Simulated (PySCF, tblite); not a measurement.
# C2H7FO2Si2− (doublet): geometry, infrared bands and EPR parameters

Wanted: the infrared bands and EPR parameters of C2H7FO2Si2− (doublet) (`O[SiH2]O[C-]([SiH3])[CH]F`), by calculation.

Computed with tblite 0.8.0 and PySCF 2.14.0, with density-fitted response routines of our own, on a single molecule in the gas phase. Atoms count from 0, in the outputs and in this text.

### Step 1. Starting geometry

14 atoms, charge -1, multiplicity 2; geometry from: force field or distance geometry start.

Bonds of the start (Å): O0–Si1 1.73, Si1–O2 1.71, O2–C3 1.42, C3–Si4 1.87, C3–C5 1.51, C5–F6 1.37, O0–H7 0.99, Si1–H8 1.46, Si1–H9 1.48, Si4–H10 1.47, Si4–H11 1.48, Si4–H12 1.47, C5–H13 1.09.

### Step 2. Optimising the geometry with GFN2-xTB

What the job is given:

```
{"job": {"kind": "relax", "xc": "GFN2-xTB", "basis": "xTB"}, "charge": -1, "multiplicity": 2}
O      2.729400    -0.517600    -0.626600
Si     1.944800     0.329300     0.658200
O      0.471900    -0.494700     0.935600
C     -0.425300     0.027200    -0.039100
Si    -1.939900    -1.073000     0.058700
C     -0.701400     1.437900     0.410000
F     -1.015300     2.288100    -0.614700
H      2.816000    -1.452000    -0.298200
H      1.750500     1.736400     0.302600
H      2.814700     0.254400     1.852400
H     -2.817700    -0.473900     1.078700
H     -2.663800    -1.120700    -1.228700
H     -1.618700    -2.449800     0.477200
H     -1.345900     1.508100     1.291700
```

Command:

```
$ OMP_NUM_THREADS=1 python probes_run.py task.json out
```

The driver reads the jobs from task.json and runs them one after another.

The log of the run:

```text
step      E/eV     max force
  0    -661.95420    3.304
  1    -662.30999    1.548
  2    -662.43126    0.922
  3    -662.49196    0.841
  4    -662.62857    1.125
  5    -662.70934    1.001
  6    -662.85528    1.182
  7    -662.94909    1.168
  8    -663.06247    1.202
  9    -663.16649    0.888
 10    -663.23037    1.480
 11    -663.20092    2.435
 12    -663.35057    0.686
 13    -663.38871    0.549
 14    -663.46289    0.635
 15    -663.48835    0.701
 16    -663.56841    0.717
 17    -663.61452    0.773
 18    -663.65719    0.589
 19    -663.68272    0.361
 20    -663.69822    0.360
 21    -663.71503    0.432
 22    -663.74067    0.404
 23    -663.75876    0.416
 24    -663.78030    0.326
 25    -663.79642    0.391
 26    -663.81218    0.400
 27    -663.82939    0.314
 28    -663.84610    0.261
 29    -663.85107    0.548
 30    -663.86348    0.479
 31    -663.86954    0.313
 32    -663.87890    0.170
 33    -663.88248    0.183
 34    -663.88944    0.287
 35    -663.89476    0.291
 36    -663.90072    0.221
 37    -663.90643    0.183
 38    -663.91246    0.188
 39    -663.91936    0.209
 40    -663.92841    0.240
 41    -663.94005    0.354
 42    -663.92978    0.724
 43    -663.95670    0.217
 44    -663.96486    0.190
 45    -663.97568    0.449
 46    -663.98403    0.239
 47    -663.98924    0.209
 48    -663.99967    0.360
 49    -664.00544    0.183
 50    -664.00907    0.183
 51    -664.01669    0.144
 52    -664.01827    0.091
 53    -664.02059    0.112
 54    -664.02219    0.138
 55    -664.02458    0.188
 56    -664.02693    0.160
 57    -664.02899    0.131
 58    -664.03025    0.082
 59    -664.03124    0.097
 60    -664.03239    0.111
 61    -664.03410    0.119
 62    -664.03593    0.099
 63    -664.03707    0.070
 64    -664.03768    0.067
 65    -664.03826    0.062
 66    -664.03903    0.069
 67    -664.04023    0.089
 68    -664.04130    0.089
 69    -664.04208    0.071
 70    -664.04262    0.062
 71    -664.04317    0.061
 72    -664.04392    0.074
 73    -664.04480    0.075
 74    -664.04563    0.055
 75    -664.04626    0.058
 76    -664.04663    0.047
 77    -664.04685    0.033
 78    -664.04706    0.041
 79    -664.04734    0.067
 80    -664.04774    0.073
 81    -664.04836    0.048
 82    -664.04861    0.032
 83    -664.04874    0.031
 84    -664.04887    0.043
 85    -664.04907    0.046
 86    -664.04929    0.046
 87    -664.04947    0.038
 88    -664.04960    0.042
 89    -664.04975    0.052
 90    -664.04999    0.051
 91    -664.05036    0.063
 92    -664.05089    0.065
 93    -664.05050    0.242
 94    -664.05152    0.086
 95    -664.05176    0.082
 96    -664.05217    0.106
 97    -664.05260    0.072
 98    -664.05292    0.085
 99    -664.05390    0.067
100    -664.05424    0.040
101    -664.05461    0.081
102    -664.05487    0.113
103    -664.05536    0.142
104    -664.05606    0.147
105    -664.05688    0.129
106    -664.05761    0.091
107    -664.05816    0.073
108    -664.05856    0.053
109    -664.05779    0.312
110    -664.05919    0.065
111    -664.05954    0.066
112    -664.05699    0.597
113    -664.06094    0.103
114    -664.06169    0.078
115    -664.05436    0.836
116    -664.06313    0.052
117    -664.06401    0.038
118    -664.06181    0.487
119    -664.06560    0.039
120    -664.06618    0.051
121    -664.06691    0.134
122    -664.06740    0.092
123    -664.06846    0.066
124    -664.06940    0.118
125    -664.07017    0.115
126    -664.07060    0.046
127    -664.07114    0.041
128    -664.07169    0.061
129    -664.07198    0.060
130    -664.07263    0.053
131    -664.07341    0.088
132    -664.07420    0.108
133    -664.07528    0.176
134    -664.07601    0.169
135    -664.07662    0.081
136    -664.07685    0.055
137    -664.07706    0.060
138    -664.07741    0.055
139    -664.07780    0.054
140    -664.07807    0.039
141    -664.07826    0.046
142    -664.07845    0.040
143    -664.07872    0.032
144    -664.07902    0.049
145    -664.07932    0.046
146    -664.07968    0.049
147    -664.08000    0.031
148    -664.08025    0.038
149    -664.08029    0.131
150    -664.08055    0.041
151    -664.08067    0.027
152    -664.08088    0.028
153    -664.08098    0.019
154    -664.08107    0.016
155    -664.08110    0.032
156    -664.08112    0.011
157    -664.08114    0.010
```

Run time: 1.2 s. Hardware: 1 thread of Arm Neoverse V1, shared host.

Relaxation path: (not every step is listed)

```
step  energy from step 0 (eV)  largest force (eV/Å)
   0                   0.0000                3.3036
   1                  -0.3558                1.5483
   2                  -0.4771                0.9225
   3                  -0.5378                0.8407
   4                  -0.6744                1.1251
   5                  -0.7551                1.0011
   6                  -0.9011                1.1822
   7                  -0.9949                1.1678
   8                  -1.1083                1.2023
  22                  -1.7865                0.4041
  36                  -1.9465                0.2207
  50                  -2.0549                0.1833
  64                  -2.0835                0.0671
  78                  -2.0929                0.0414
  92                  -2.0967                0.0651
 106                  -2.1034                0.0907
 120                  -2.1120                0.0506
 134                  -2.1218                0.1686
 148                  -2.1260                0.0377
 152                  -2.1267                0.0282
 153                  -2.1268                0.0190
 154                  -2.1269                0.0156
 155                  -2.1269                0.0322
 156                  -2.1269                0.0110
 157                  -2.1269                0.0102
```

Close pairs (by a distance rule), those that changed most:

```
   bond  before (Å)  after (Å)  change (Å)
 Si1–O2       1.710      1.591      -0.119
  C3–C5       1.506      1.401      -0.105
 O0–Si1       1.727      1.648      -0.080
 C3–Si4       1.875      1.823      -0.052
  C5–F6       1.368      1.410      +0.042
  O0–H7       0.994      0.954      -0.040
Si4–H11       1.478      1.516      +0.039
  O2–C3       1.424      1.402      -0.022
```

The next job starts from the end point, and lists it.

### Step 3. Vibrational analysis with GFN2-xTB

What the job is given:

```
{"job": {"kind": "ir", "xc": "GFN2-xTB", "basis": "xTB"}, "charge": -1, "multiplicity": 2}
O      3.085563    -0.853726     0.274130
Si     2.004572     0.380108     0.429383
O      0.585460    -0.340065     0.411688
C     -0.739100     0.111153     0.502206
Si    -1.981549    -1.068758    -0.119338
C     -0.918216     1.423949     0.957580
F     -2.124388     2.068942     0.615917
H      2.683212    -1.716263     0.212791
H      2.311702     1.290817    -0.685907
H      2.346516     1.050211     1.694528
H     -3.226811    -1.051976     0.685489
H     -2.542260    -0.999029    -1.526436
H     -1.389646    -2.429139    -0.096146
H     -0.095732     2.133304     0.901973
```

The log of the run:

```text
mode    cm-1     km/mol
  1      49.6      0.20
  2      74.5      0.04
  3      83.7      1.74
  4     105.0      0.41
  5     130.7      3.19
  6     159.9     98.13
  7     170.5      6.75
  8     236.7     14.56
  9     263.0      2.68
 10     286.6      4.55
 11     444.5     63.80
 12     462.3     28.01
 13     551.8    109.98
 14     563.9    144.42
 15     586.7     99.96
 16     622.7     42.63
 17     684.8     35.70
 18     721.7    147.40
 19     757.4     74.77
 20     819.2    400.51
 21     855.8    335.37
 22     867.8    191.47
 23     883.7    143.54
 24     892.6    430.42
 25     935.9    169.84
 26    1006.1    336.28
 27    1172.6    109.22
 28    1248.8     15.46
 29    1439.7     12.59
 30    1740.9    711.16
 31    2025.3    585.16
 32    2046.0    502.62
 33    2100.3    548.88
 34    2178.4    228.09
 35    2938.2    215.55
 36    3682.9      5.52
```

Run time: 0.49 s. Hardware: 1 thread of Arm Neoverse V1, shared host.

Which atoms move in the most intense modes:

```
cm⁻¹  km/mol                                atoms
 819   400.5                    O0 43 %, Si1 24 %
 856   335.4           H9 40 %, H8 39 %, Si1 11 %
 893   430.4                   H10 41 %, H11 35 %
1006   336.3  C5 36 %, F6 19 %, H13 12 %, O2 12 %
1741   711.2                             H11 93 %
2025   585.2                   H12 59 %, H10 36 %
2046   502.6                   H10 58 %, H12 36 %
2100   548.9                     H8 54 %, H9 42 %
```

### Step 4. EPR parameters: B3LYP/pcH-1

Same as in step 3 but for these lines:

```diff
@@ -1,2 +1,2 @@
-{"job": {"kind": "ir", "xc": "GFN2-xTB", "basis": "xTB"}, "charge": -1, "multiplicity": 2}
+{"job": {"kind": "epr", "basis": "pcH-1"}, "charge": -1, "multiplicity": 2}
 O      3.085563    -0.853726     0.274130
```

With the program's defaults for keys left out, this is: UKS B3LYP, pcH-1 on C F H O Si, non-relativistic, mean-field spin-orbit, GIAO.

The log of the run:

```text
UKS, coarse grid
  cycle   1  E = -909.52874687  |g| = 7.96e-01
  cycle   2  E = -909.17297654  |g| = 1.28e+00
  cycle   3  E = -909.74081228  |g| = 1.25e-01
  cycle   4  E = -909.74443580  |g| = 8.58e-02
  cycle   5  E = -909.74718749  |g| = 1.22e-02
  cycle   6  E = -909.74724348  |g| = 5.30e-03
  cycle   7  E = -909.74725926  |g| = 1.61e-03
  cycle   8  E = -909.74726301  |g| = 7.49e-04
UKS, final grid
  cycle   1  E = -909.74729895  |g| = 9.87e-04
  cycle   2  E = -909.74729842  |g| = 1.62e-03
  cycle   3  E = -909.74729939  |g| = 1.25e-04
  cycle   4  E = -909.74729940  |g| = 6.51e-05
  cycle   5  E = -909.74729940  |g| = 5.55e-05
  cycle   6  E = -909.74729941  |g| = 9.35e-06
E = -909.74729941 Eh   <S^2> = 0.7543 (exact 0.7500)
g shifts (ppm)      1          2          3
  rmc          -162       -162       -162
  gc             12         23         -1
  oz_so        -385       1289       1590
  total        -536       1149       1427
hyperfine (MHz)  atom isotope    a_iso     a_fc   dipolar eigenvalues
    0   17O      -2.73      -2.73     -0.29      0.06      0.23
    1  29Si      -9.22      -9.26     -3.98      1.68      2.29
    2   17O     -11.49     -11.50     -8.38      3.31      5.07
    3   13C      58.76      58.84    -24.54    -20.31     44.85
    4  29Si       5.85       5.73    -15.70      6.56      9.14
    5   13C     212.10     212.10    -43.08    -40.37     83.45
    6   19F     269.11     269.08   -122.17    -93.69    215.86
    7    1H       0.76       0.76     -0.80     -0.74      1.54
    8    1H      15.70      15.70     -1.50     -1.09      2.59
    9    1H      -2.08      -2.08     -1.45     -1.27      2.73
   10    1H      14.11      14.10     -2.49     -1.47      3.95
   11    1H      86.28      86.28     -2.70     -1.50      4.19
   12    1H       6.49       6.48     -3.33     -0.92      4.25
   13    1H      14.11      14.08    -18.64     -3.00     21.64
```

Wall time 97 s (1 thread of Arm Neoverse V1, shared host); peak memory 0.93 GiB.

Principal g values 2.00178, 2.00347, 2.00375; g(iso) = 2.00300, against 2.00232 for a free electron.

Hyperfine couplings; where a row names several nuclei, a(iso) is their mean (it holds for fast rotation or exchange) and the dipolar term the largest among them:

```
       nuclei  isotope  a(iso) (MHz)  a(iso) (G, at g = 2.0023)  largest dipolar term (MHz)
           F6      19F         269.1                       96.0                       215.9
           C5      13C         212.1                       75.7                        83.5
           C3      13C          58.8                       21.0                        44.9
H10, H11, H12       1H          35.6                       12.7                         4.3
          H13       1H          14.1                        5.0                        21.6
           O2      17O         -11.5                       -4.1                        -8.4
          Si1     29Si          -9.2                       -3.3                        -4.0
       H8, H9       1H           6.8                        2.4                         2.7
          Si4     29Si           5.9                        2.1                       -15.7
           O0      17O          -2.7                       -1.0                        -0.3
           H7       1H           0.8                        0.3                         1.5
```

Mulliken spin populations:

O0 0.00; Si1 0.03; O2 0.00; C3 0.25; Si4 0.14; C5 0.49; F6 0.02; H7 0.00; H8 0.01; H9 0.00; H10 0.01; H11 0.06; H12 0.00; H13 0.00

In first order the couplings over 0.8 MHz of 19F, 1H give 48 distinct lines over 144.1 G, if the averaged nuclei exchange fast; the same motion can average rows kept apart here too.

Orbitals, density, ELF and potential are computed afterwards from the orbital file.

ELF in a plane through or near 9 of the atoms.

Values, 10 rows by 14 columns:
```
0.00 0.00 0.00 0.00 0.00 0.00 0.00 0.00 0.00 0.00 0.00 0.00 0.00 0.00
0.00 0.00 0.00 0.00 0.00 0.00 0.01 0.00 0.00 0.05 0.00 0.00 0.00 0.00
0.00 0.00 0.00 0.00 0.00 0.02 0.86 0.36 0.26 0.80 0.25 0.00 0.00 0.00
0.00 0.00 0.03 0.58 0.63 0.02 0.95 0.82 0.46 0.78 0.41 0.00 0.00 0.00
0.00 0.00 0.07 0.85 0.91 0.27 0.12 0.63 0.73 0.05 0.10 0.58 0.21 0.00
0.00 0.00 0.05 0.21 0.11 0.15 0.51 0.72 0.90 0.20 0.85 0.99 0.71 0.01
0.00 0.01 0.61 0.85 0.77 0.08 0.82 0.25 0.26 0.20 0.27 0.66 0.15 0.00
0.00 0.00 0.17 0.43 0.98 0.38 0.02 0.02 1.00 1.00 0.68 0.03 0.00 0.00
0.00 0.00 0.00 0.02 0.29 0.01 0.00 0.16 0.95 0.99 0.52 0.00 0.00 0.00
0.00 0.00 0.00 0.00 0.00 0.00 0.00 0.00 0.01 0.02 0.00 0.00 0.00 0.00
```
The map spans 11.8 Å across and 10.0 Å up, centred on the molecule. Atoms in the plane (x, y in Å): O0 (-2.9, -1.3), Si1 (-2.0, 0.1), O2 (-0.5, -0.4), C3 (0.7, 0.3), Si4 (2.1, -0.8), C5 (0.7, 1.7), F6 (1.8, 2.4), H7 (-2.4, -2.1), H13 (-0.3, 2.2).

log10 of the density (e/Å³) in the same plane.

Ten even steps from ' ' (-4.0) to '@' (1.2):
```
                                                        
                                                        
                      ..::::::::::----::..              
                ....::----======++++++++==::            
          ....::::::--==++++++++**####**++--..          
        ..::--------==++**########%%%%##++==..          
      ..::--====++====++**##%%%%%%%%%%##++==::..        
      ::--==++******++++++**##%%%%****++==--::::..      
    ..::--==**######********##%%##**++++======--::::    
    ..::--==++**##%%##########@@%%##******++++==--::..  
    ..::==++****##%%##%%@@@@%%%%%%##########**++==--..  
    ..--++**##%%####**%%@@%%##**####@@@@####**++==::..  
    ::==++##%%@@%%******##****++**##%%##****++==--::..  
    ..--++**##%%%%##++==++++==++**######**++==--::..    
      ::==++**####**++--------++**##%%**++==--::::..    
      ..::--==++++==--::..::--==++****++==--::..        
          ::::------::..  ..::--========--::::..        
                ..          ..::::----::::..            
                              ............              
                                                        
```
The map spans 11.8 Å across and 10.0 Å up, centred on the molecule. Atoms in the plane (x, y in Å): O0 (-2.9, -1.3), Si1 (-2.0, 0.1), O2 (-0.5, -0.4), C3 (0.7, 0.3), Si4 (2.1, -0.8), C5 (0.7, 1.7), F6 (1.8, 2.4), H7 (-2.4, -2.1), H13 (-0.3, 2.2).

On the surface of density 0.002 e/bohr³ the electrostatic potential runs, from the 1st to the 99th percentile, from -5.36 V near C5 to -1.14 V near H7.

The spin density lies nearest to C5 36 %; C3 22 %; H11, H13 about 8 % each; Si4 8 %.

### Step 5. Results

| quantity | value |
| --- | --- |
| strongest single infrared mode (GFN2-xTB) | 1741 cm⁻¹, 711 km/mol |
| zero-point energy (GFN2-xTB) | 48.3 kcal/mol |
| g(iso) (B3LYP) | 2.00300 |
| ⟨S²⟩ | 0.754 (exact 0.75) |
| largest a(iso) (averaged by class) | 19F on F6, 269.1 MHz |

**Reading.** Over 157 steps the energy fell by 2.127 eV; of the close pairs, Si1–O2 changed most, 1.710 to 1.591 Å. No mode is imaginary among the 36: a minimum at this level. The strongest single mode, at 1741 cm⁻¹, moves mainly H11. GFN2-xTB is a fitted tight-binding method: band positions and strengths are rough. Its intensities can rank the bands wrongly. C5 carries the largest spin population, 0.49 e. The isotropic g lies 0.7 ppt above the free-electron value. The records flag this anion as possibly unbound in the gas phase, so the basis may hold the extra electron. These values are for one conformer; the search (at its own cheap level) found 2 more, at 1.17, 2.03 kcal/mol, and measured spectra average over such forms.
